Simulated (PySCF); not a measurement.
# NCBF2 in PySCF: further runs

One molecule, NCBF2, is run at these levels: PBE, BLYP+D3(BJ), PBE50; tasks: atomic charges.

Program: PySCF 2.14.0. These are calculated values, not measurements. Logs are shortened: lines on timing, memory, paths and dates and some standing lists are left out, and cuts for length are marked.

## Step 1: Starting point

The cell holds a molecule in a box, 5 atoms: a = 12.000 Å, b = 13.000 Å, c = 11.000 Å, α = 90.00°, β = 90.00°, γ = 90.00°.

## Step 2: Atomic charges, PBE

Contents of run.py:

```python
import json
import numpy as np
from pyscf.pbc import gto, scf, dft, df

cell = gto.Cell()
cell.basis = 'pob-tzvp-rev2'
cell.fromfile('BCNF2.xyz')
cell.exp_to_discard = 0
cell.precision = 1e-08
cell.max_memory = 2520  # MB
cell.verbose = 4
cell.build()

res = {}
kpts = cell.make_kpts([1, 1, 1])
mf = dft.KRKS(cell, kpts, xc='pbe')
mf = mf.density_fit()
mf.with_df._cderi_to_save = 'cderi.h5'
mf.with_df.build(j_only=False)
mf.conv_tol = 1e-07
mf.max_cycle = 60

mf.kernel()
res.update(converged=bool(mf.converged), e_tot=mf.e_tot, nelec=cell.nelectron, nao=cell.nao, mesh=list(map(int, cell.mesh)), a=cell.lattice_vectors().tolist(), coords=cell.atom_coords().tolist(),
           mo_energy=[np.real(x).tolist() for x in mf.mo_energy], mo_occ=[np.real(x).tolist() for x in mf.mo_occ])
res.update(kpts=cell.get_scaled_kpts(kpts).tolist())
res['parts'] = {k: float(np.real(v)) for k, v in mf.scf_summary.items() if np.isscalar(v)}
json.dump(res, open('results.json', 'w'))
if not mf.converged:
    raise SystemExit('SCF not converged')

print('levels (eV)')
for i, kp in enumerate(res['kpts'][:40]):
    print('k %7.4f %7.4f %7.4f  ' % tuple(kp), ' '.join('%.3f' % (x * 27.211386) for x in res['mo_energy'][i][:23]))

# Mulliken populations
dm, s = np.asarray(mf.make_rdm1()), np.asarray(mf.get_ovlp())
sites = cell.aoslice_by_atom()[:, 2:]
tot = np.einsum('kij,kji->i', dm, s).real / len(kpts)
res['mulliken'] = [cell.atom_charge(i) - tot[a0:a1].sum() for i, (a0, a1) in enumerate(sites)]
print('Mulliken charges', np.round(res['mulliken'], 5))
res['meta_lowdin'] = mf.mulliken_meta()[1].tolist()

# density on a uniform mesh
grids = dft.gen_grid.UniformGrids(cell)
grids.mesh = [61, 67, 57]
grids.build()
ni = dft.numint.KNumInt()
rho = [ni.get_rho(cell, x, grids, kpts) for x in [dm]]
np.save('rho.npy', np.reshape(rho, (-1, *grids.mesh)))
res['done'] = True
json.dump(res, open('results.json', 'w'))
```

Contents of BCNF2.xyz:

```xyz
5
Lattice="12.0000000000 0.0000000000 0.0000000000 0.0000000000 13.0000000000 0.0000000000 0.0000000000 0.0000000000 11.0000000000" Properties=species:S:1:pos:R:3 pbc="T T T"
N      4.9298499600      8.0548000000      6.4054500400
C      5.3255499600      7.0698999800      5.9637499900
B      5.8569500400      5.7477000100      5.3706500100
F      7.0961499600      5.3923000300      5.5782500400
F      5.0662500000      4.9872000100      4.6625499800
```

Potentials or basis: pob-tzvp-rev2 (all-electron).

Command:

```
> OMP_NUM_THREADS=2 python -u run.py > log
```

The program printed:

```text
Discarded 0 diffused primitive functions, 0 contracted functions

******** <class 'pyscf.pbc.df.df.GDF'> ********
auxbasis = None
exp_to_discard = 0
len(kpts) = 1
ETB for B: l = 0, exps = 0.41318702 * 2^n , n = 0..12
ETB for B: l = 1, exps = 0.4158733573823445 * 2^n , n = 0..9
ETB for B: l = 2, exps = 0.41857716 * 2^n , n = 0..7
ETB for B: l = 3, exps = 0.7924111834834832 * 2^n , n = 0..3
ETB for B: l = 4, exps = 1.50011884 * 2^n , n = 0..0
ETB for N: l = 0, exps = 0.53559944 * 2^n , n = 0..13
ETB for N: l = 1, exps = 0.3973140506323833 * 2^n , n = 0..10
ETB for N: l = 2, exps = 0.2947323 * 2^n , n = 0..8
ETB for N: l = 3, exps = 0.46144555131787107 * 2^n , n = 0..4
ETB for N: l = 4, exps = 0.72245898 * 2^n , n = 0..0
ETB for C: l = 0, exps = 0.3288142 * 2^n , n = 0..13
ETB for C: l = 1, exps = 0.3602581353249361 * 2^n , n = 0..10
ETB for C: l = 2, exps = 0.394709 * 2^n , n = 0..7
ETB for C: l = 3, exps = 0.6761642415859921 * 2^n , n = 0..3
ETB for C: l = 4, exps = 1.15831684 * 2^n , n = 0..0
ETB for F: l = 0, exps = 0.91954516 * 2^n , n = 0..13
ETB for F: l = 1, exps = 0.6039812488252448 * 2^n , n = 0..11
ETB for F: l = 2, exps = 0.39671064 * 2^n , n = 0..8
ETB for F: l = 3, exps = 0.9184264093648049 * 2^n , n = 0..4
ETB for F: l = 4, exps = 2.1262527 * 2^n , n = 0..0

WARN: Even tempered Gaussians are generated as DF auxbasis for  B N C F

Drop 0 primitive fitting functions
make aux basis, num shells = 196, num cGTOs = 658
auxcell.rcut 12.513415830969004

******** <class 'pyscf.pbc.df.rsdf_builder._RSGDFBuilder'> ********
mesh = [29 31 27] (24273 PWs)
ke_cutoff = 7.359152801859589
omega = 0.3315862153090482
exclude_d_aux = True
exclude_dd_block = True
j2c_eig_always = False
has_long_range = True

******** <class 'pyscf.pbc.dft.krks.KRKS'> ********
method = KRKS
initial guess = minao
damping factor = 0
level_shift factor = 0
DIIS = <class 'pyscf.scf.diis.CDIIS'>
diis_start_cycle = 1
diis_space = 8
diis_damp = 0
SCF conv_tol = 1e-07
SCF conv_tol_grad = None
SCF max_cycles = 60
direct_scf = True
direct_scf_tol = 1e-13

******** PBC SCF flags ********
N kpts = 1
Exchange divergence treatment (exxdiv) = ewald
    madelung (= occupied orbital energy shift) = 0.12451564812305668
    Total energy shift due to Ewald probe charge = -1/2 * Nelec*madelung = -2.24128166622
DF object = <pyscf.pbc.df.df.GDF object>
XC functionals = pbe
small_rho_cutoff = 0
radial grids:
    Treutler-Ahlrichs [JCP 102, 346 (1995); DOI:10.1063/1.469408] (M4) radial grids

becke partition: Becke, JCP 88, 2547 (1988); DOI:10.1063/1.454033
pruning grids: <function nwchem_prune>
grids dens level: 3
symmetrized grids: False
atomic radii adjust function: <function treutler_atomic_radii_adjust>
Set gradient conv threshold to 0.000316228

******** <class 'pyscf.pbc.df.rsdf_builder._RSNucBuilder'> ********
mesh = [43 47 39] (78819 PWs)
ke_cutoff = 16.491259992236976
omega = 0.5109509378179604
exclude_d_aux = False
exclude_dd_block = True
j2c_eig_always = False
has_long_range = True
tot grids = 70572
cell vol = 11580.142  sum(weights) = 11639.8573
nelec by numeric integration = 36.000000931163505
init E= -317.921368659995
  HOMO = -0.360991745877  LUMO = -0.105499194493  gap/eV = 6.95231
nelec by numeric integration = 36.00000046224105
cycle= 1 E= -317.184280797411  delta_E= 0.737  |g|= 0.686  |ddm|= 2.85
  HOMO = -0.245281496452  LUMO = -0.0941511584861  gap/eV = 4.11247
nelec by numeric integration = 36.0000003669672
cycle= 2 E= -316.819613226827  delta_E= 0.365  |g|= 1.58  |ddm|= 1.04
  HOMO = -0.322652536082  LUMO = -0.0971672441085  gap/eV = 6.13577
nelec by numeric integration = 36.000000551678795
cycle= 3 E= -317.233149967353  delta_E= -0.414  |g|= 0.379  |ddm|= 0.808
  HOMO = -0.310881527571  LUMO = -0.102225857095  gap/eV = 5.67781
nelec by numeric integration = 36.00000043645632
cycle= 4 E= -317.26142158996  delta_E= -0.0283  |g|= 0.0933  |ddm|= 0.214
  HOMO = -0.327063891385  LUMO = -0.107325688382  gap/eV = 5.97938
nelec by numeric integration = 36.00000046119733
cycle= 5 E= -317.263264045167  delta_E= -0.00184  |g|= 0.0236  |ddm|= 0.0744
  HOMO = -0.323758278062  LUMO = -0.106190511099  gap/eV = 5.92032
nelec by numeric integration = 36.00000045928141
cycle= 6 E= -317.263391442706  delta_E= -0.000127  |g|= 0.00322  |ddm|= 0.02
  HOMO = -0.323388562898  LUMO = -0.105771110607  gap/eV = 5.92167
nelec by numeric integration = 36.000000459162194
cycle= 7 E= -317.263393543867  delta_E= -2.1e-06  |g|= 0.000769  |ddm|= 0.0025
  HOMO = -0.323363125081  LUMO = -0.10583842788  gap/eV = 5.91915
nelec by numeric integration = 36.00000045892705
cycle= 8 E= -317.263393661183  delta_E= -1.17e-07  |g|= 0.000114  |ddm|= 0.000505
  HOMO = -0.32336451326  LUMO = -0.10583479257  gap/eV = 5.91929
nelec by numeric integration = 36.000000458971286
cycle= 9 E= -317.263393662018  delta_E= -8.35e-10  |g|= 9.92e-05  |ddm|= 8.04e-05
  HOMO = -0.32337232907  LUMO = -0.105832518711  gap/eV = 5.91956
nelec by numeric integration = 36.000000458944314
Extra cycle  E= -317.263393654422  delta_E= 7.6e-09  |g|= 0.000237  |ddm|= 0.000145
converged SCF energy = -317.263393654422
levels (eV)
k  0.0000  0.0000  0.0000   -661.501 -661.500 -381.089 -270.088 -181.006 -31.968 -31.251 -23.282 -15.770 -14.319 -13.899 -12.805 -11.255 -11.047 -10.812 -9.135 -8.923 -8.799 -2.880 -0.920 1.960 3.506 5.164
Mulliken charges [-0.01721 -0.20045  0.7221  -0.25224 -0.25219]
 ** Mulliken pop on meta-lowdin orthogonal AOs **
 ** Mulliken pop  **
pop of  0 N 1s            1.99987
pop of  0 N 2s            1.57482
pop of  0 N 3s            0.01107
pop of  0 N 4s            0.00178
pop of  0 N 2px           1.09875
pop of  0 N 2py           1.35112
pop of  0 N 2pz           1.07105
pop of  0 N 3px           0.00083
pop of  0 N 3py           0.00398
pop of  0 N 3pz           0.00103
pop of  0 N 4px           0.00020
pop of  0 N 4py           0.00101
pop of  0 N 4pz           0.00021
pop of  0 N 3dxy          0.00433
pop of  0 N 3dyz          0.00494
pop of  0 N 3dz^2         0.00178
pop of  0 N 3dxz          0.00106
pop of  0 N 3dx2-y2       0.00448
pop of  1 C 1s            1.99983
pop of  1 C 2s            1.00128
pop of  1 C 3s            0.01511
pop of  1 C 4s            0.00070
pop of  1 C 2px           0.94959
pop of  1 C 2py           1.03081
pop of  1 C 2pz           0.96499
pop of  1 C 3px           0.00323
pop of  1 C 3py           0.01069
pop of  1 C 3pz           0.00309
pop of  1 C 4px           0.00022
pop of  1 C 4py           0.00105
pop of  1 C 4pz           0.00025
pop of  1 C 3dxy          0.00199
pop of  1 C 3dyz          0.00201
pop of  1 C 3dz^2         0.00083
pop of  1 C 3dxz          0.00054
pop of  1 C 3dx2-y2       0.00198
pop of  2 B 1s            1.99955
pop of  2 B 2s            0.66717
pop of  2 B 3s            0.01265
pop of  2 B 4s            0.00060
pop of  2 B 2px           0.57946
pop of  2 B 2py           0.67020
pop of  2 B 2pz           0.50073
pop of  2 B 3px           0.02546
pop of  2 B 3py           0.02010
pop of  2 B 3pz           0.01359
pop of  2 B 4px           0.00317
pop of  2 B 4py           0.00195
pop of  2 B 4pz           0.00105
pop of  2 B 3dxy          0.00321
pop of  2 B 3dyz          0.00139
pop of  2 B 3dz^2         0.00199
pop of  2 B 3dxz          0.00298
pop of  2 B 3dx2-y2       0.00317
pop of  3 F 1s            1.99995
pop of  3 F 2s            1.75528
pop of  3 F 3s            0.00094
pop of  3 F 4s            0.00015
pop of  3 F 2px           1.71673
pop of  3 F 2py           1.86589
pop of  3 F 2pz           1.83119
pop of  3 F 3px           0.00186
pop of  3 F 3py           0.00238
pop of  3 F 3pz           0.00146
pop of  3 F 4px           0.00037
pop of  3 F 4py           0.00003
pop of  3 F 4pz           0.00002
pop of  3 F 3dxy          0.00228
pop of  3 F 3dyz          0.00021
pop of  3 F 3dz^2         0.00144
pop of  3 F 3dxz          0.00168
pop of  3 F 3dx2-y2       0.00369
pop of  4 F 1s            1.99995
pop of  4 F 2s            1.75528
pop of  4 F 3s            0.00094
pop of  4 F 4s            0.00015
pop of  4 F 2px           1.82849
pop of  4 F 2py           1.81038
pop of  4 F 2pz           1.77493
pop of  4 F 3px           0.00222
pop of  4 F 3py           0.00220
pop of  4 F 3pz           0.00127
pop of  4 F 4px           0.00016
pop of  4 F 4py           0.00014
pop of  4 F 4pz           0.00012
pop of  4 F 3dxy          0.00276
pop of  4 F 3dyz          0.00219
pop of  4 F 3dz^2         0.00102
pop of  4 F 3dxz          0.00236
pop of  4 F 3dx2-y2       0.00097
 ** Mulliken atomic charges  **
charge of    0N =     -0.13232
charge of    1C =      0.01182
charge of    2B =      0.49157
charge of    3F =     -0.18553
charge of    4F =     -0.18553
```

It took 29 s on 2 threads of Intel Xeon at 2.70GHz, shared host; peak memory 1.9 GiB.

What came out:

```yaml
Free_energy: -8633.1767 eV
Gap_between_the_frontier_levels: 5.92 eV
Meta-löwdin_charges: N -0.13; C +0.01; B +0.49; F -0.19 e
```

Caveat: this is a molecule in a periodic box at the Γ point, so its band gap is the HOMO-LUMO gap; population charges move with the basis; the basis of atomic orbitals isn't converged, which shifts pressures, moduli and gaps. A hybrid or GW would open this gap; PBE tends to underestimate it.

## Step 3: Atomic charges, BLYP+D3(BJ)

run.py: that of step 2 with these lines changed.

```diff
@@ -14,7 +14,11 @@
 res = {}
+from pyscf.dispersion import dftd3
+d = dftd3.DFTD3Dispersion(cell, xc='blyp', version='d3bj', atm=False).get_dispersion(grad=True)
+print('dispersion energy = %.10f' % d['energy'])
+res['e_disp'] = float(d['energy'])
+
 kpts = cell.make_kpts([1, 1, 1])
-mf = dft.KRKS(cell, kpts, xc='pbe')
+mf = dft.KRKS(cell, kpts, xc='blyp')
 mf = mf.density_fit()
-mf.with_df._cderi_to_save = 'cderi.h5'
-mf.with_df.build(j_only=False)
+mf.with_df._cderi = 'cderi.h5'  # three-centre integrals saved by an earlier run on this cell, basis and mesh
 mf.conv_tol = 1e-07
@@ -42,10 +46,2 @@
 res['meta_lowdin'] = mf.mulliken_meta()[1].tolist()
-
-# density on a uniform mesh
-grids = dft.gen_grid.UniformGrids(cell)
-grids.mesh = [61, 67, 57]
-grids.build()
-ni = dft.numint.KNumInt()
-rho = [ni.get_rho(cell, x, grids, kpts) for x in [dm]]
-np.save('rho.npy', np.reshape(rho, (-1, *grids.mesh)))
 res['done'] = True
```

BCNF2.xyz is that of step 2.

Potentials or basis: pob-tzvp-rev2 (all-electron).

Command:

```
> OMP_NUM_THREADS=2 python -u run.py > log
```

Wall time 16 s (2 threads of Intel Xeon at 2.70GHz, shared host); peak memory 1.9 GiB.

It converged, with:

```yaml
Free_energy: -8641.5219 eV
Gap_between_the_frontier_levels: 5.98 eV
Meta-löwdin_charges: N -0.14; C +0.01; B +0.51; F -0.19 e
Dispersion_energy_per_atom: -0.030 eV
```

Levels at points of the mesh, in eV from the valence-band top:
```
           k point  band 15  band 16  band 17  band 18  band 19  band 20
(0.00, 0.00, 0.00)    -2.03    -0.24    -0.04     0.00     5.98     7.93
```

Caveat: this is a molecule in a periodic box at the Γ point, so its band gap is the HOMO-LUMO gap; the energy listed adds the dispersion energy to the SCF energy of the log; population charges move with the basis; the basis of atomic orbitals isn't converged, which shifts pressures, moduli and gaps.

## Step 4: Atomic charges, PBE50

run.py: that of step 3 with these lines changed.

```diff
@@ -14,9 +14,4 @@
 res = {}
-from pyscf.dispersion import dftd3
-d = dftd3.DFTD3Dispersion(cell, xc='blyp', version='d3bj', atm=False).get_dispersion(grad=True)
-print('dispersion energy = %.10f' % d['energy'])
-res['e_disp'] = float(d['energy'])
-
 kpts = cell.make_kpts([1, 1, 1])
-mf = dft.KRKS(cell, kpts, xc='blyp')
+mf = dft.KRKS(cell, kpts, xc='HYB_GGA_XC_PBE50', exxdiv='ewald')
 mf = mf.density_fit()
```

BCNF2.xyz is that of step 3.

Potentials or basis: pob-tzvp-rev2 (all-electron).

Command:

```
> OMP_NUM_THREADS=2 python -u run.py > log
```

The program printed:

```text
Discarded 0 diffused primitive functions, 0 contracted functions

******** <class 'pyscf.pbc.dft.krks.KRKS'> ********
method = KRKS
initial guess = minao
damping factor = 0
level_shift factor = 0
DIIS = <class 'pyscf.scf.diis.CDIIS'>
diis_start_cycle = 1
diis_space = 8
diis_damp = 0
SCF conv_tol = 1e-07
SCF conv_tol_grad = None
SCF max_cycles = 60
direct_scf = True
direct_scf_tol = 1e-13

******** PBC SCF flags ********
N kpts = 1
Exchange divergence treatment (exxdiv) = ewald
    madelung (= occupied orbital energy shift) = 0.12451564812305668
    Total energy shift due to Ewald probe charge = -1/2 * Nelec*madelung = -2.24128166622
DF object = <pyscf.pbc.df.df.GDF object>
XC functionals = HYB_GGA_XC_PBE50
small_rho_cutoff = 0
radial grids:
    Treutler-Ahlrichs [JCP 102, 346 (1995); DOI:10.1063/1.469408] (M4) radial grids

becke partition: Becke, JCP 88, 2547 (1988); DOI:10.1063/1.454033
pruning grids: <function nwchem_prune>
grids dens level: 3
symmetrized grids: False
atomic radii adjust function: <function treutler_atomic_radii_adjust>
Set gradient conv threshold to 0.000316228

******** <class 'pyscf.pbc.df.rsdf_builder._RSNucBuilder'> ********
mesh = [43 47 39] (78819 PWs)
ke_cutoff = 16.491259992236976
omega = 0.5109509378179604
exclude_d_aux = False
exclude_dd_block = True
j2c_eig_always = False
has_long_range = True
tot grids = 70572
cell vol = 11580.142  sum(weights) = 11639.8573
nelec by numeric integration = 36.000000931163505
init E= -318.001088856703
  HOMO = -0.39479462252  LUMO = -0.0614509478646  gap/eV = 9.07074
nelec by numeric integration = 36.00000041741717
cycle= 1 E= -317.179709339069  delta_E= 0.821  |g|= 0.69  |ddm|=  2.7
  HOMO = -0.404864742505  LUMO = -0.0674755672388  gap/eV = 9.18083
nelec by numeric integration = 36.00000022052298
cycle= 2 E= -317.114996310866  delta_E= 0.0647  |g|= 0.942  |ddm|= 0.783
  HOMO = -0.444543834447  LUMO = -0.0406835507571  gap/eV = 10.98960
nelec by numeric integration = 36.000000335001246
cycle= 3 E= -317.26951682553  delta_E= -0.155  |g|= 0.14  |ddm|= 0.449
  HOMO = -0.434578325144  LUMO = -0.0339738084898  gap/eV = 10.90100
nelec by numeric integration = 36.000000289395814
cycle= 4 E= -317.272840446561  delta_E= -0.00332  |g|= 0.058  |ddm|= 0.0902
  HOMO = -0.436741101355  LUMO = -0.0301881588219  gap/eV = 11.06287
nelec by numeric integration = 36.000000298619476
cycle= 5 E= -317.273490668664  delta_E= -0.00065  |g|= 0.00634  |ddm|= 0.0317
  HOMO = -0.436876565756  LUMO = -0.0311165752278  gap/eV = 11.04129
nelec by numeric integration = 36.00000029691397
cycle= 6 E= -317.273499809448  delta_E= -9.14e-06  |g|= 0.000928  |ddm|= 0.00509
  HOMO = -0.437079960145  LUMO = -0.0311596825487  gap/eV = 11.04565
nelec by numeric integration = 36.00000029700915
cycle= 7 E= -317.273500196898  delta_E= -3.87e-07  |g|= 0.000345  |ddm|= 0.00121
  HOMO = -0.4369973564  LUMO = -0.0311199026282  gap/eV = 11.04449
nelec by numeric integration = 36.00000029711693
cycle= 8 E= -317.273500250449  delta_E= -5.36e-08  |g|= 0.000104  |ddm|= 0.000377
  HOMO = -0.437035054226  LUMO = -0.0311267485597  gap/eV = 11.04533
nelec by numeric integration = 36.00000029723182
Extra cycle  E= -317.273500256538  delta_E= -6.09e-09  |g|= 0.0001  |ddm|= 0.00015
converged SCF energy = -317.273500256538
levels (eV)
k  0.0000  0.0000  0.0000   -689.606 -689.605 -403.283 -288.930 -196.703 -39.479 -38.698 -29.282 -20.446 -18.895 -18.434 -17.106 -15.511 -15.337 -15.264 -12.762 -12.005 -11.892 -0.847 1.346 4.822 6.050 7.473
Mulliken charges [-0.06456 -0.17979  0.8648  -0.31029 -0.31016]
 ** Mulliken pop on meta-lowdin orthogonal AOs **
 ** Mulliken pop  **
pop of  0 N 1s            1.99995
pop of  0 N 2s            1.56732
pop of  0 N 3s            0.01072
pop of  0 N 4s            0.00166
pop of  0 N 2px           1.10426
pop of  0 N 2py           1.35780
pop of  0 N 2pz           1.07260
pop of  0 N 3px           0.00049
pop of  0 N 3py           0.00292
pop of  0 N 3pz           0.00060
pop of  0 N 4px           0.00019
pop of  0 N 4py           0.00051
pop of  0 N 4pz           0.00017
pop of  0 N 3dxy          0.00476
pop of  0 N 3dyz          0.00531
pop of  0 N 3dz^2         0.00210
pop of  0 N 3dxz          0.00122
pop of  0 N 3dx2-y2       0.00487
pop of  1 C 1s            1.99993
pop of  1 C 2s            0.99419
pop of  1 C 3s            0.01470
pop of  1 C 4s            0.00064
[... 50 lines left out ...]
pop of  4 F 1s            1.99998
pop of  4 F 2s            1.75454
pop of  4 F 3s            0.00075
pop of  4 F 4s            0.00011
pop of  4 F 2px           1.83894
pop of  4 F 2py           1.82537
pop of  4 F 2pz           1.79860
pop of  4 F 3px           0.00219
pop of  4 F 3py           0.00216
pop of  4 F 3pz           0.00112
pop of  4 F 4px           0.00049
pop of  4 F 4py           0.00045
pop of  4 F 4pz           0.00045
pop of  4 F 3dxy          0.00296
pop of  4 F 3dyz          0.00234
pop of  4 F 3dz^2         0.00119
pop of  4 F 3dxz          0.00251
pop of  4 F 3dx2-y2       0.00109
 ** Mulliken atomic charges  **
charge of    0N =     -0.13746
charge of    1C =      0.00193
charge of    2B =      0.60614
charge of    3F =     -0.23536
charge of    4F =     -0.23525
```

Wall time 15 s (2 threads of Intel Xeon at 2.70GHz, shared host); peak memory 1.9 GiB.

What came out:

| Property | Result |
| --- | --- |
| Free energy | -8633.4518 eV |
| Gap between the frontier levels | 11.05 eV |
| Meta-löwdin charges | N -0.14; C +0.00; B +0.61; F -0.24 e |

Caveat: this is a molecule in a periodic box at the Γ point, so its band gap is the HOMO-LUMO gap; population charges move with the basis; the basis of atomic orbitals isn't converged, which shifts pressures, moduli and gaps.

## Step 5: Summary

```csv
level,three-body dispersion term,three-centre integrals,exxdiv,gap on the mesh (eV)
PBE,-,-,-,5.92
BLYP+D3(BJ),no,read from an earlier run's file,-,5.98
PBE50,-,read from an earlier run's file,ewald,11.05
```

Alike in all rows: task atomic charges; potentials or basis pob-tzvp-rev2 (all-electron); no spin polarisation; cell as given; k mesh 1 × 1 × 1; smearing fixed.

Caveats: this is a molecule in a periodic box at the Γ point, so its band gap is the HOMO-LUMO gap; the basis of atomic orbitals isn't converged, which shifts pressures, moduli and gaps.

Absolute energies hang on the potentials; compare differences alone.
